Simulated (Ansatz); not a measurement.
Write a Python script for the Python package of Ansatz (0.2.0) that makes a relaxed scan of one distance of BH₃Se, SMILES B[SeH]. Use (for the species named): B3LYP, def2-SVP basis, multiplicity 1.

```yaml
atoms:
  - { symbol: B, position_ang: [-0.1499, -0.6459, 0.1856] }
  - { symbol: Se, position_ang: [0.8900, 1.0618, 0.4545] }
  - { symbol: H, position_ang: [-1.3154, -0.6794, 0.6213] }
  - { symbol: H, position_ang: [0.3163, -1.4852, -0.4622] }
  - { symbol: H, position_ang: [0.3089, 1.6752, -0.8407] }
```

`run_relaxed_scan.py`:
```python
import ansatz as az
import numpy as np

geometry_ang = [
    ('B', (-0.1499, -0.6459, 0.1856)),
    ('Se', (0.89, 1.0618, 0.4545)),
    ('H', (-1.3154, -0.6794, 0.6213)),
    ('H', (0.3163, -1.4852, -0.4622)),
    ('H', (0.3089, 1.6752, -0.8407)),
]
mol = az.Crystal.molecule()
for symbol, xyz in geometry_ang:
    mol = mol.atom(symbol, xyz)

calc = mol.calculation().basis(gaussian='def2-SVP').functional('b3lyp')
symbols = [site.symbol for site in mol.cartesian_sites]
pairs = [(0, 1), (0, 2), (0, 3), (1, 4)]
print('held (A)   E (eV)        ', '  '.join(f'{symbols[i]}{i}-{symbols[j]}{j}' for i, j in pairs))
for length in [1.07, 1.16, 1.25, 1.39, 1.56]:
    data = calc.relax(constraints=[az.DistanceConstraint((0, 3), at=length)], force_tolerance=0.02, max_steps=60).run().report
    xyz = np.array(data['positions_ang'])
    print(f'{length:6.2f} {data["free_energy_ev"]:14.5f}  ', '  '.join(f'{np.linalg.norm(xyz[i] - xyz[j]):.3f}' for i, j in pairs))
```

Running `python run_relaxed_scan.py` prints:
```text
held (A)   E (eV)         B0-Se1  B0-H2  B0-H3  Se1-H4
DeckWarning: relax.constraints: the input's atoms, or those drawn, lie off the distances that are held; a relaxation that starts there is brought onto them ahead of its first SCF, by positions alone, an atom by 4.41e-2 Å at the most. With the symmetry detection on, the symmetry is detected on the input's atoms as so brought (as typed, where only the drawn atoms reach the distances), and notices that speak of the structure as typed mean those atoms
  1.07   -66067.24605   1.912  1.200  1.070  1.477
  1.16   -66067.48276   1.912  1.200  1.160  1.478
  1.25   -66067.47935   1.909  1.200  1.250  1.478
  1.39   -66067.19069   1.906  1.199  1.390  1.479
  1.56   -66066.60131   1.903  1.200  1.560  1.477
```
(Warnings from the package without file and line, repeats left out.)

Caveats:
- Total energies depend on the basis set; only differences at equal settings carry meaning.
- The energies are electronic: no zero-point or thermal terms, and the basis set is short of its limit.
- b3lyp holds the VWN-RPA fit, as in Gaussian; the form of ORCA and Turbomole is b3lyp5.
- Run time: 86 s on 1 thread of Arm Neoverse V2, with other jobs on the host, peak memory 0.19 GiB.
